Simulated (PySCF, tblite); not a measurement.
**C₃H₇AlN₂O: geometry, infrared bands and NMR shifts**

Aim: predict the infrared bands and NMR shifts of C₃H₇AlN₂O (`NC(=O)CC#[N+][AlH3-]`).

The runs use tblite 0.8.0 and PySCF 2.14.0, with density-fitted response routines of our own; the level of theory stands in each step. All values are computed, except where a source is named. Atoms count from 0, in the outputs and in this text.

### Step 1. The molecule as given

14 atoms, charge 0, multiplicity 1; geometry from: force field or distance geometry start.

Bonds of the start (Å): N0–C1 1.42, C1–O2 1.24, C1–C3 1.50, C3–C4 1.46, C4–N5 1.15, N5–Al6 1.87, N0–H7 1.05, N0–H8 1.05, C3–H9 1.10, C3–H10 1.12, Al6–H11 1.60, Al6–H12 1.60, Al6–H13 1.60.

### Step 2. Geometry optimisation with GFN2-xTB

Job settings and geometry (Å):

```
{"job": {"kind": "relax", "xc": "GFN2-xTB", "basis": "xTB"}, "charge": 0, "multiplicity": 1}
N     -2.614000    -0.322500     0.408100
C     -1.806600    -0.766200    -0.678100
O     -2.154600    -0.569900    -1.854500
C     -0.496500    -1.438500    -0.401900
C      0.538800    -0.441900    -0.139400
N      1.352400     0.354300     0.045700
Al     2.674800     1.643300     0.359700
H     -2.319500    -0.457100     1.404200
H     -3.523200     0.159400     0.216700
H     -0.201300    -2.072600    -1.256900
H     -0.591800    -2.103300     0.496100
H      3.705100     1.082700     1.447900
H      1.986500     2.977000     0.922100
H      3.449200     1.954900    -1.001700
```

Command:

```console
$ OMP_NUM_THREADS=1 python probes_run.py task.json out
```

The driver reads the jobs from task.json and runs them one after another.

**Question.** This job is followed by: GFN2-xTB harmonic vibrations, gas phase; GIAO PBE0/pcSseg-1 NMR shielding, non-relativistic, gas phase. What will the session give for the following? strongest single infrared mode (GFN2-xTB); zero-point energy (GFN2-xTB); 13C shifts against TMS (PBE0/pcSseg-1); 1H shifts against TMS (PBE0/pcSseg-1, means over atoms taken as alike); 15N shifts against NH3 (PBE0/pcSseg-1); 17O shifts against H2O (PBE0/pcSseg-1); 27Al shifts against AlH4- (PBE0/pcSseg-1).

As calculated:

```
                                                              quantity                       value
                             strongest single infrared mode (GFN2-xTB)       1810 cm⁻¹, 645 km/mol
                                          zero-point energy (GFN2-xTB)               56.1 kcal/mol
                                13C shifts against TMS (PBE0/pcSseg-1)      159.6, 135.1, 24.2 ppm
1H shifts against TMS (PBE0/pcSseg-1, means over atoms taken as alike)  6.48, 5.13, 4.23, 3.42 ppm
                                15N shifts against NH3 (PBE0/pcSseg-1)            253.1, 127.2 ppm
                                17O shifts against H2O (PBE0/pcSseg-1)                   428.7 ppm
                             27Al shifts against AlH4- (PBE0/pcSseg-1)                    58.0 ppm
```

Relaxing lowered the energy by 0.970 eV in 185 steps; the close pair that moved most is N5–Al6, from 1.873 to 1.989 Å. The lowest mode is imaginary (35i cm⁻¹), so the xTB geometry is not a minimum. The strongest single mode, at 1810 cm⁻¹, moves mainly C1. GFN2-xTB is a fitted tight-binding method: band positions and strengths are rough. Its intensities can rank the bands wrongly. The most deshielded carbon is C1 (amide carbonyl carbon), at 159.6 ppm: it is a carbonyl in resonance with an O or N lone pair, the region of acids, esters and amides. At PBE0/pcSseg-1: Shielding is most anisotropic at O2 (span 633 ppm, paramagnetic term -487 ppm).
